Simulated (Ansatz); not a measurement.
# AlFH5OP: the cost of one run

Program: Ansatz 0.2.0. Level of theory: RKS BHLYP-D4/6-31G*. These are calculated values, not measurements.

**1. Starting point**

Bond lengths: Al1–O2 2.130 Å, O2–H3 1.010 Å, Al1–H4 1.560 Å, Al1–F5 1.690 Å, Al1–P6 2.580 Å, P6–H7 1.420 Å, P6–H8 1.420 Å, P6–H9 1.651 Å. Angles: Al1–O2–H3 109.5°, O2–Al1–H4 120.0°, O2–Al1–F5 120.0°, O2–Al1–P6 71.6°, H4–Al1–F5 120.0°, H4–Al1–P6 96.8°, F5–Al1–P6 101.3°, Al1–P6–H7 109.5°, Al1–P6–H8 109.5°, Al1–P6–H9 62.4°, H7–P6–H8 109.4°, H7–P6–H9 52.8°, H8–P6–H9 146.7°.

As a file:

```xyz
9

Al    0.0000    0.0000    0.0000
O     0.0000    0.0000    2.1300
H    -0.9095   -0.2814    2.4671
H     1.3510    0.0000   -0.7800
F    -1.4635    0.0000   -0.8450
P     0.1156    2.4456    0.8135
H     0.6761    2.4854    2.1176
H     0.9270    3.2022   -0.0729
H     0.0596    1.2596    1.9613
```

**2. A restrained relaxation towards end A**

Springs on the bonds that form and break draw the guess towards this end; the thresholds are loose.

input.yaml

```yaml
crystal:
  periodic: [false, false, false]
  atoms:
    - { symbol: Al, position_ang: [0.0, 0.0, 0.0] }
    - { symbol: O, position_ang: [0.0, 0.0, 2.13] }
    - { symbol: H, position_ang: [-0.9095, -0.2814, 2.4671] }
    - { symbol: H, position_ang: [1.351, 0.0, -0.78] }
    - { symbol: F, position_ang: [-1.4635, 0.0, -0.845] }
    - { symbol: P, position_ang: [0.1156, 2.4456, 0.8135] }
    - { symbol: H, position_ang: [0.6761, 2.4854, 2.1176] }
    - { symbol: H, position_ang: [0.927, 3.2022, -0.0729] }
    - { symbol: H, position_ang: [0.0596, 1.2596, 1.9613] }
basis:
  gaussian: { orbitals: "6-31G*" }
hamiltonian:
  xc: { name: BHLYP }
  dispersion: d4
relax:
  f_tol: 0.15
  max_steps: 25
  restrain:
    - { distance: [0, 5], at: 3.48, k: 30.0 }
    - { distance: [8, 1], at: 2.21, k: 30.0 }
    - { distance: [0, 1], at: 1.78, k: 30.0 }
    - { distance: [8, 5], at: 1.42, k: 30.0 }
```

The run is started by

```sh
ansatz run input.yaml --threads 1 --pin off --max-ram 2048MiB --backend cpu --events-out ev --progress --plain --runs-dir out
```

**Question.** How long does this run take on 1 thread of Arm Neoverse V2, shared host, and how much memory does it need?

About 51 s, with a peak of 0.15 GiB.
